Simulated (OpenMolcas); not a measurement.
# Nd²⁺ among point charges: CASSCF levels and susceptibility

Aim: the splitting of the states of Nd²⁺ in the field of 8 point charges, its lowest levels with spin-orbit coupling and its magnetic susceptibility.

Method: state-averaged CASSCF, spin-orbit coupling by RASSI with atomic mean-field integrals. Code: OpenMolcas 26.06.

1 further run of the same task is left out (it didn't finish).

**1. The atom as given**

| Quantity | Value |
| --- | --- |
| Species | Nd²⁺ (neodymium, Z = 60, 58 electrons) |
| Basis | ANO-RCC-VDZP [7s6p4d2f1g], 68 functions |
| Scalar Hamiltonian | DKH2, point nucleus |
| Inactive shells | 1s 2s 2p 3s 3p 3d 4s 4p 4d 5s 5p |
| Active space | 4 electrons in 7 orbitals (4f) |
| Some configurations of this space | 4f⁴ |
| Orbitals | optimised for the highest spin of each parity, averaged over all roots |

The outer shells:

4f4
```
4f [↑ ][↑ ][↑ ][↑ ][  ][  ][  ]
```

The ion sits among 8 point charges of -1.5 e arranged as a hexagonal bipyramid (D6h), 2.42 Å from the ion, with the axial distance 2.783 Å. The active orbitals were held to one l.

Each step is its own input file, run in one work folder so that later steps find the files of earlier ones. Labels, J, g values, rates, χT and fits are worked out afterwards by a script from the matrices that RASSI stores. The input lists half of the charges; inversion (Group=XYZ) makes the rest.

**2. Basis and integrals**

The input, a.inp:

```
&GATEWAY
Coord
1

Nd 0.0 0.0 0.0
Basis=ANO-RCC-VDZP
Group=XYZ
NoMove
AngMom=0.0 0.0 0.0
AMFI
XField
4 Angstrom 0
2.420000 0.000000 0.000000 -1.500000
1.210000 2.095781 0.000000 -1.500000
1.210000 -2.095781 0.000000 -1.500000
0.000000 0.000000 2.783000 -1.500000
&SEWARD
```

Launch:

```console
> OMP_NUM_THREADS=1 MOLCAS_MEM=2252 MOLCAS_PROJECT=a pymolcas a.inp > a.log
```

The program printed:

```text
Basis set label: ND.ANO-RCC...7S6P4D2F1G.

      Electronic valence basis set:
      ------------------
      Associated Effective Charge  60.000000 au
      Associated Actual Charge     60.000000 au
      Nuclear Model: Point charge

      Shell  nPrim  nBasis  Cartesian Spherical Contaminant
         s      25       7        X
         p      22       6        X
         d      15       4                 X
         f      11       2                 X
         g       4       1                 X
                  Relativistic Douglas-Kroll-Hess integrals:
                    - DKH order of Hamiltonian: 2
                    - DKH order of Properties : 0
                  Atomic mean-field integrals
```

**3. CASSCF: quintets of even parity, 35 roots**

The input, a.inp:

```
&RASSCF
FileOrb=start.orb
Symmetry=1
Spin=5
nActEl=4 0 0
Inactive=15 12
Ras2=0 7
CIRoot=35 35 1
SDav=35
CIMx=300
Iter=120 100
PrWF=0.3
OrbListing=Nothing
MaxOrb=0
SupSym
0
1
14 13 14 15 16 17 18 19 26 27 28 29 30 31 32
>>> COPY $Project.JobIph JOB001
```

Launch:

```console
> OMP_NUM_THREADS=1 MOLCAS_MEM=2252 MOLCAS_PROJECT=a pymolcas a.inp > a.log
```

start.orb holds the contracted functions of the basis, ordered by shell, or the orbitals of the step before.

The program printed (excerpt; [...] marks lines left out):

```text
[...]
      Number of active orbitals                  7
[...]
      Spin quantum number                      2.0
[...]
      Active orbitals                            0   7
[...]
      Number of CSFs                            35
      Number of root(s) required                35
[...]
      Convergence after  9 iterations
[...]
      Natural orbitals and occupation numbers for root  1
      sym 2:   0.537995   0.499774   0.500965   0.997756   0.500965   0.499774   0.462770
      Natural orbitals and occupation numbers for root  2
      sym 2:   0.512443   0.500000   0.500000   1.000000   0.500000   0.500000   0.487557
      Natural orbitals and occupation numbers for root  3
      sym 2:   0.429900   0.570103   0.999997   0.003338   0.996662   0.569655   0.430345
::    RASSCF root number  1 Total energy:  -9620.55417913
::    RASSCF root number  2 Total energy:  -9620.55415936
::    RASSCF root number  3 Total energy:  -9620.55312839
[...]
::    RASSCF root number 27 Total energy:  -9620.45070730
::    RASSCF root number 28 Total energy:  -9620.45070729
::    RASSCF root number 29 Total energy:  -9620.44967770
::    RASSCF root number 30 Total energy:  -9620.44926836
```

**4. Reference wave functions, triplets of even parity, 162 roots**

The input, a.inp:

```
&RASSCF
FileOrb=start.orb
Symmetry=1
Spin=3
nActEl=4 0 0
Inactive=15 12
Ras2=0 7
CIRoot=162 162 1
SDav=210
CIMx=300
Iter=120 100
PrWF=0.3
OrbListing=Nothing
MaxOrb=0
CIOnly
SupSym
0
1
14 13 14 15 16 17 18 19 26 27 28 29 30 31 32
>>> COPY $Project.JobIph JOB002
```

Launch:

```console
> OMP_NUM_THREADS=1 MOLCAS_MEM=2252 MOLCAS_PROJECT=a pymolcas a.inp > a.log
```

The program printed (excerpt; [...] marks lines left out):

```text
[...]
      Number of active orbitals                  7
[...]
      Spin quantum number                      1.0
[...]
      Active orbitals                            0   7
[...]
      Number of CSFs                           210
      Number of root(s) required               162
[...]
      Natural orbitals and occupation numbers for root  1
      sym 2:   0.526116   0.634086   0.592473   0.585464   0.592473   0.634086   0.435302
      Natural orbitals and occupation numbers for root  2
      sym 2:   0.535581   0.624657   0.597695   0.591379   0.590707   0.624352   0.435629
      Natural orbitals and occupation numbers for root  3
      sym 2:   0.535556   0.624293   0.590036   0.591379   0.598350   0.624716   0.435670
::    RASSCF root number  1 Total energy:  -9620.48024940
::    RASSCF root number  2 Total energy:  -9620.48015905
::    RASSCF root number  3 Total energy:  -9620.48015905
[...]
::    RASSCF root number 27 Total energy:  -9620.45485392
::    RASSCF root number 28 Total energy:  -9620.45485392
::    RASSCF root number 29 Total energy:  -9620.45468773
::    RASSCF root number 30 Total energy:  -9620.45420333
```

CIOnly: the orbitals of an earlier block are kept, and only the CI is solved.

**5. CASSCF: singlets of even parity, 162 roots**

The input, a.inp:

```
&RASSCF
FileOrb=start.orb
Symmetry=1
Spin=1
nActEl=4 0 0
Inactive=15 12
Ras2=0 7
CIRoot=162 162 1
SDav=196
CIMx=300
Iter=120 100
PrWF=0.3
OrbListing=Nothing
MaxOrb=0
CIOnly
SupSym
0
1
14 13 14 15 16 17 18 19 26 27 28 29 30 31 32
>>> COPY $Project.JobIph JOB003
```

Launch:

```console
> OMP_NUM_THREADS=1 MOLCAS_MEM=2252 MOLCAS_PROJECT=a pymolcas a.inp > a.log
```

The program printed (excerpt; [...] marks lines left out):

```text
[...]
      Number of active orbitals                  7
[...]
      Spin quantum number                      0.0
[...]
      Active orbitals                            0   7
[...]
      Number of CSFs                           196
      Number of root(s) required               162
[...]
      Natural orbitals and occupation numbers for root  1
      sym 2:   0.380417   0.957158   0.418865   0.755598   0.418866   0.755598   0.313496
      Natural orbitals and occupation numbers for root  2
      sym 2:   0.217491   0.913677   0.475456   0.703080   0.726290   0.665451   0.298555
      Natural orbitals and occupation numbers for root  3
      sym 2:   0.394110   0.653972   0.743215   0.910804   0.207074   0.717431   0.373393
::    RASSCF root number  1 Total energy:  -9620.44050850
::    RASSCF root number  2 Total energy:  -9620.44019594
::    RASSCF root number  3 Total energy:  -9620.44019594
[...]
::    RASSCF root number 27 Total energy:  -9620.41163941
::    RASSCF root number 28 Total energy:  -9620.41163941
::    RASSCF root number 29 Total energy:  -9620.40796757
::    RASSCF root number 30 Total energy:  -9620.40796757
```

CIOnly: the orbitals of an earlier block are kept, and only the CI is solved.

**6. RASSI: spin-orbit coupling between the states**

The input, a.inp:

```
&RASSI
NrOfJobIphs=3 32 104 33
1 2 3 4 5 6 7 8 9 10 11 12 13 14 15 16 17 18 19 20 21 22 23 24 25 26 27
28 29 30 31 32
1 2 3 4 5 6 7 8 9 10 11 12 13 14 15 16 17 18 19 20 21 22 23 24 25 26 27
28 29 30 31 32 33 34 35 36 37 38 39 40 41 42 43 44 45 46 47 48 49 50 51
52 53 54 55 56 57 58 59 60 61 62 63 64 65 66 67 68 69 70 71 72 73 74 75
76 77 78 79 80 81 82 83 84 85 86 87 88 89 90 91 92 93 94 95 96 97 98 99
100 101 102 103 104
1 2 3 4 5 6 7 8 9 10 11 12 13 14 15 16 17 18 19 20 21 22 23 24 25 26 27
28 29 30 31 32 33
IphNames
JOB001
JOB002
JOB003
EJob
SpinOrbit
DIPRint=1.0
SOCoupling=1000.0
Subsets=2
Property=9
'ANGMOM' 1 'ANGMOM' 2 'ANGMOM' 3 'MLTPL  1' 1 'MLTPL  1' 2 'MLTPL  1' 3
'AMFI' 1 'AMFI' 2 'AMFI' 3
SOProperty=3
'ANGMOM' 1 'ANGMOM' 2 'ANGMOM' 3
```

The program printed (excerpt; [...] marks lines left out):

```text
SPIN-FREE ENERGIES:
  (Shifted by EMIN (a.u.) =      -9620.5541791262)
 SF State       Relative EMIN(au)   Rel lowest level(eV)    D:o, cm**(-1)      L_eff
     1             0.0000000000        0.0000000000              0.0000         6.0
     2             0.0000197674        0.0005378972              4.3384         6.0
     3             0.0010507348        0.0285919512            230.6096         6.0
     4             0.0010507348        0.0285919512            230.6096         6.0
     5             0.0022353117        0.0608259299            490.5942         6.0
     6             0.0022353117        0.0608259299            490.5942         6.0
     7             0.0031484049        0.0856724612            690.9950         6.0
     8             0.0046143568        0.1255630457           1012.7343         6.0
     9             0.0053975305        0.1468742883           1184.6210         6.0
    10             0.0053975325        0.1468743410           1184.6215         6.0
[...]
Eigenvalues of complex Hamiltonian:
   -----------------------------------
  (Shifted by EMIN (a.u.) =      -9620.5541791262)
 SO State       Relative EMIN(au)   Rel lowest level(eV)    D:o, cm**(-1)     J-value
     1            -0.0146377112        0.0000000006              0.0000         1.6
     2            -0.0146377113        0.0000000000              0.0000         1.6
     3            -0.0132161961        0.0386813978            311.9865         2.9
     4            -0.0128756573        0.0479479297            386.7261         2.9
     5            -0.0112264702        0.0928245968            748.6809         3.6
     6            -0.0112264696        0.0928246149            748.6810         3.6
     7            -0.0096706318        0.1351611184           1090.1479         3.6
     8            -0.0096706311        0.1351611364           1090.1481         3.6
     9            -0.0089131732        0.1557726174           1256.3909         2.4
    10            -0.0089131729        0.1557726247           1256.3909         2.4
    11            -0.0088340814        0.1579248131           1273.7495         4.0
[...]
```

These steps took 65 s in all on 1 thread of Arm Neoverse V1, shared host.

States without spin-orbit coupling:

```
  state  degeneracy  E (cm-1)  free-ion L (%)
quintet           1         0         I (100)
quintet           1         4         I (100)
quintet           2       231         I (100)
quintet           2       491         I (100)
quintet           1       691         I (100)
quintet           1      1013         I (100)
quintet           2      1185          I (99)
quintet           2      1357          I (99)
quintet           1      1415          I (98)
quintet           2     13102          F (97)
quintet           2     13136          F (93)
quintet           1     13390         F (100)
quintet           1     13880          S (99)
quintet           1     14684          F (91)
quintet           1     14938          F (92)
triplet           1     16226          K (99)
triplet           2     16246          K (99)
triplet           2     16299          K (99)
triplet           1     16349          K (98)
triplet           1     16410          K (99)
triplet           2     16452          K (99)
triplet           2     16504          K (98)
triplet           1     16575          K (98)
triplet           1     16575          K (98)
```

With spin-orbit coupling:

| E (cm-1) | Degeneracy | 2S+1 | J | abs mJ (%) | g |
| --- | --- | --- | --- | --- | --- |
| 0.0 | 2 | 5 | 4.02 | 4 (100) | 0.00 0.00 4.51 |
| 312.0 | 1 | 5 | 4.02 | 3 (100) |  |
| 386.7 | 1 | 5 | 4.07 | 3 (100) |  |
| 748.7 | 2 | 5 | 4.07 | 2 (98) | 0.00 0.00 1.40 |
| 1090 | 2 | 5 | 4.23 | 1 (80) | 0.00 0.00 1.34 |
| 1256 | 2 | 5 | 4.85 | 5 (81) | 0.00 0.00 6.93 |
| 1274 | 1 | 5 | 4.00 | 0 (99) |  |
| 1526 | 2 | 5 | 5.02 | 4 (98) | 0.00 0.00 6.63 |
| 1776 | 1 | 5 | 5.04 | 3 (100) |  |
| 1936 | 1 | 5 | 4.99 | 3 (100) |  |
| 2136 | 2 | 5 | 4.98 | 2 (98) | 0.00 0.00 3.42 |
| 2284 | 2 | 5 | 4.98 | 1 (99) | 0.00 0.00 1.91 |
| 2321 | 1 | 5 | 5.05 | 0 (95) |  |
| 2561 | 1 | 5 | 6.00 | 6 (99) |  |
| 2567 | 1 | 5 | 5.97 | 6 (95) |  |
| 2813 | 2 | 5 | 6.01 | 5 (99) | 0.00 0.00 10.42 |
| 3082 | 2 | 5 | 6.01 | 4 (98) | 0.00 0.00 8.21 |
| 3266 | 1 | 5 | 6.00 | 3 (100) |  |
| 3404 | 1 | 5 | 5.97 | 3 (100) |  |
| 3518 | 2 | 5 | 5.97 | 2 (98) | 0.00 0.00 4.24 |
| 3609 | 2 | 5 | 5.99 | 1 (98) | 0.00 0.00 2.40 |
| 3638 | 1 | 5 | 6.00 | 0 (98) |  |
| 3974 | 2 | 5 | 6.99 | 7 (99) | 0.00 0.00 16.20 |
| 4187 | 1 | 5 | 7.00 | 6 (100) |  |

The table of states holds 24 of 111 computed; the rest, higher up, is left out. Principal g values are given for doublets only; a zero marks a field direction without first-order Zeeman splitting.

Powder χT (cm³ K/mol): 0.64 at 2 K, 0.64 at 5 K, 0.65 at 10 K, 0.66 at 20 K, 0.71 at 50 K, 0.77 at 100 K, 0.83 at 150 K, 0.88 at 200 K, 0.92 at 250 K, 0.96 at 300 K.

Orbitals of the lowest block (energies include the constant potential of the surroundings):

```
shell     space  energy (hartree)  mean occupation  ⟨r²⟩ (bohr²)
   1s  inactive        -1605.1877            2.000      0.000726
   2s  inactive         -262.1259            2.000        0.0119
   2p  inactive         -234.2932            6.000       0.00957
   3s  inactive          -56.9840            2.000        0.0804
   3p  inactive          -47.9609            6.000        0.0804
   3d  inactive          -35.2487           10.000        0.0684
   4s  inactive          -10.4211            2.000         0.416
   4p  inactive           -7.3569            6.000         0.469
   4d  inactive           -2.8425           10.000         0.584
   4f      RAS2                              4.000          1.33
   5s  inactive            0.2288            2.000          2.54
   5p  inactive            1.0596            6.000          3.42
```

**7. Results**

| quantity | value |
| --- | --- |
| method | CASSCF |
| spin-free ground state | quintet, 1-fold in its orbital part |
| first state of the same spin within the active space | quintet at 4.34 cm⁻¹ |
| lowest level | 2-fold, g = 0.00, 0.00, 4.51 |
| next level | 312.0 cm⁻¹ |
| χT at 300 K | 0.96 cm³ K/mol |
| effective moment at 300 K | 2.78 μB |

What this shows: The spin-free ground state (quintet) comes to 100 % from free-ion I terms and keeps the highest spin of the shell. The triplets, singlets rest on orbitals optimised for another spin in at least one step, which raises them against the optimised states. Not all states of the active space went into the spin-orbit step. High states of lower spin are left out of the spin-orbit mixing, and CASSCF puts spin-flip levels too high. Point charges carry no covalency, so the field is a model and not that of real ligands.
